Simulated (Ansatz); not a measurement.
# CH₅FOSi₂: a ladder of functionals and wavefunction methods

The task here is to estimate one member of a computed series from the others.

The runs use Ansatz 0.2.0, Gaussian basis; functionals in def2-TZVPP, the program's frozen cores in correlated methods.

The runs, in order: PBE-D4, r2SCAN-D4, PBE0-D4, B3LYP-D4, ωB97X-V, ωB97M-V, B2PLYP; CCSD(T)/def2-TZVPP; MP2/def2-QZVPP; extrapolation to the limit.

### Structure used throughout

The geometry comes from an earlier relaxation with PBE0-D4 in a triple-zeta def2 set; it is a stationary point, not always the lowest conformer.

SMILES `O[Si]1(F)C[SiH2]1`, 10 atoms, charge 0, spin multiplicity 1.

Atoms are counted from 1 here; the program's logs count them from 0.

Bond lengths: O1–Si2 1.629 Å, O1–H6 0.960 Å, Si2–F3 1.596 Å, Si2–C4 1.852 Å, Si2–Si5 2.226 Å, C4–Si5 1.947 Å, C4–H7 1.090 Å, C4–H8 1.090 Å, Si5–H9 1.483 Å, Si5–H10 1.483 Å. Angles: Si2–O1–H6 118.3°, O1–Si2–F3 110.3°, O1–Si2–C4 120.0°, O1–Si2–Si5 123.1°, F3–Si2–C4 114.3°, F3–Si2–Si5 122.3°, C4–Si2–Si5 56.1°, Si2–C4–Si5 71.7°, Si2–C4–H7 118.9°, Si2–C4–H8 119.1°, Si5–C4–H7 115.4°, Si5–C4–H8 115.2°, H7–C4–H8 111.2°, Si2–Si5–C4 52.2°, Si2–Si5–H9 123.4°, Si2–Si5–H10 122.7°, C4–Si5–H9 115.7°, C4–Si5–H10 115.0° and more.

Coordinates:

```xyz
10
charge 0, multiplicity 1
O    -1.5378   -0.2148    1.6020
Si   -0.2330   -0.6018    0.7078
F     0.1761   -2.1244    0.9572
C    -0.1299   -0.0640   -1.0619
Si    1.2157    0.9107   -0.0464
H    -2.3561   -0.6912    1.4436
H    -0.9346    0.5438   -1.4747
H     0.2613   -0.7580   -1.8054
H     1.0017    2.3738    0.0658
H     2.6199    0.5747   -0.3850
```

The first run:

Input file in.yaml:

```yaml
crystal:
  periodic: [false, false, false]
  atoms:
    - {symbol: O, position_ang: [-1.537812, -0.214828, 1.602023]}
    - {symbol: Si, position_ang: [-0.232994, -0.601809, 0.707757]}
    - {symbol: F, position_ang: [0.176145, -2.124422, 0.957154]}
    - {symbol: C, position_ang: [-0.129933, -0.063984, -1.061885]}
    - {symbol: Si, position_ang: [1.215691, 0.910671, -0.046423]}
    - {symbol: H, position_ang: [-2.356103, -0.691169, 1.443620]}
    - {symbol: H, position_ang: [-0.934641, 0.543831, -1.474700]}
    - {symbol: H, position_ang: [0.261292, -0.758026, -1.805429]}
    - {symbol: H, position_ang: [1.001705, 2.373797, 0.065806]}
    - {symbol: H, position_ang: [2.619851, 0.574739, -0.385024]}
basis:
  gaussian: {orbitals: def2-TZVPP}
hamiltonian: {xc: pbe, dispersion: d4}
output: {forces: true, orbitals: {seedname: orbitals}}
```

Started as:

```
> ansatz run in.yaml --threads 4 --pin off --events-out ev --progress --plain --max-ram 10444MiB
```

Steps of the session up to this table: PBE-D4 (GGA); r2SCAN-D4 (meta-GGA); PBE0-D4 (hybrid); B3LYP-D4 (hybrid); ωB97X-V (range-separated); ωB97M-V (range-separated); B2PLYP (double hybrid); CCSD(T) in def2-TZVPP; MP2 in def2-QZVPP.

One of the session's tables, all rows but one given; the rest of the session is left out.

It belongs to the step «Atomisation energies». 

```
            method  atomisation energy (kJ/mol)
            PBE-D4                       3723.4
         r2SCAN-D4                       3695.3
           PBE0-D4                       3658.4
          B3LYP-D4                       3658.0
           ωB97X-V                       3698.5
           ωB97M-V                       3688.6
            B2PLYP                       3629.2
     HF/def2-TZVPP                       2669.7
    MP2/def2-TZVPP                            ?
   CCSD/def2-TZVPP                       3524.5
CCSD(T)/def2-TZVPP                       3580.3
           MP2/CBS                       3768.7
       CCSD(T)/CBS                       3691.9
```

Estimate the missing values for MP2/def2-TZVPP.

The run gave: atomisation energy (kJ/mol): 3657.1. In the column «atomisation energy (kJ/mol)» it lies between B2PLYP (3629.2) and B3LYP-D4 (3658.0).
